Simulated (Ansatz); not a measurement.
# CH₆NSSb: up Jacob's ladder to CCSD(T)

An exercise on one series of results from a longer session: the logs are not shown, and one member is left open.

Computed with Ansatz 0.2.0, Gaussian basis. Level: functionals in def2-TZVPP, the program's frozen cores in correlated methods.

Levels to be run: PBE-D4, r2SCAN-D4, PBE0-D4, B3LYP-D4, ωB97X-V, ωB97M-V, B2PLYP; CCSD(T)/def2-TZVPP; MP2/def2-QZVPP; extrapolation to the limit.

**Structure used throughout**

An earlier PBE0-D4 in a triple-zeta def2 set relaxation fixed the geometry. Sb takes the def2 core potential; no spin-orbit term is included.

SMILES `[CH3][Sb]([NH2])[SH]`, 10 atoms, charge 0, spin multiplicity 1.

Atoms are counted from 1 here; the program's logs count them from 0.

Bond lengths: C1–Sb2 2.150 Å, C1–H5 1.090 Å, C1–H6 1.091 Å, C1–H7 1.091 Å, Sb2–N3 2.020 Å, Sb2–S4 2.430 Å, N3–H8 1.011 Å, N3–H9 1.010 Å, S4–H10 1.342 Å. Angles: Sb2–C1–H5 109.8°, Sb2–C1–H6 109.6°, Sb2–C1–H7 109.0°, H5–C1–H6 109.3°, H5–C1–H7 109.5°, H6–C1–H7 109.6°, C1–Sb2–N3 97.5°, C1–Sb2–S4 89.8°, N3–Sb2–S4 98.5°, Sb2–N3–H8 117.2°, Sb2–N3–H9 114.7°, H8–N3–H9 110.3°, Sb2–S4–H10 94.6°.

Set-up of the first run:

in.yaml

```yaml
crystal:
  periodic: [false, false, false]
  atoms:
    - {symbol: C, position_ang: [-1.416805, 0.510299, -0.296436]}
    - {symbol: Sb, position_ang: [0.258380, -0.766847, -0.727560]}
    - {symbol: N, position_ang: [0.833452, -1.099499, 1.179563]}
    - {symbol: S, position_ang: [1.625915, 1.190602, -1.179972]}
    - {symbol: H, position_ang: [-1.763779, 0.986690, -1.213583]}
    - {symbol: H, position_ang: [-1.117797, 1.278091, 0.418440]}
    - {symbol: H, position_ang: [-2.221307, -0.091424, 0.128266]}
    - {symbol: H, position_ang: [0.458455, -0.485959, 1.889581]}
    - {symbol: H, position_ang: [0.768699, -2.061767, 1.478854]}
    - {symbol: H, position_ang: [2.657887, 0.488712, -1.674053]}
basis:
  gaussian: {orbitals: def2-TZVPP}
hamiltonian: {xc: pbe, dispersion: d4}
output: {forces: true, orbitals: {seedname: orbitals}}
```

Run with:

```
$ ansatz run in.yaml --threads 4 --pin off --events-out ev --progress --plain --max-ram 10444MiB
```

Among the steps run: PBE-D4 (GGA); r2SCAN-D4 (meta-GGA); PBE0-D4 (hybrid); B3LYP-D4 (hybrid); ωB97X-V (range-separated); ωB97M-V (range-separated); B2PLYP (double hybrid); CCSD(T) in def2-TZVPP; MP2 in def2-QZVPP.

One table of the session follows, with a row left open; its other results are not shown here.

```
            method  atomisation energy (kJ/mol)
            PBE-D4                       3252.7
         r2SCAN-D4                       3171.9
           PBE0-D4                       3176.9
          B3LYP-D4                            ?
           ωB97X-V                       3210.2
           ωB97M-V                       3192.5
            B2PLYP                       3139.0
     HF/def2-TZVPP                       2125.1
    MP2/def2-TZVPP                       3086.2
   CCSD/def2-TZVPP                       3018.1
CCSD(T)/def2-TZVPP                       3076.6
           MP2/CBS                       3206.5
       CCSD(T)/CBS                       3196.9
```

Estimate the missing values for B3LYP-D4.

**Answer.** atomisation energy (kJ/mol): 3201.3. In the column «atomisation energy (kJ/mol)» it lies between CCSD(T)/CBS (3196.9) and MP2/CBS (3206.5).
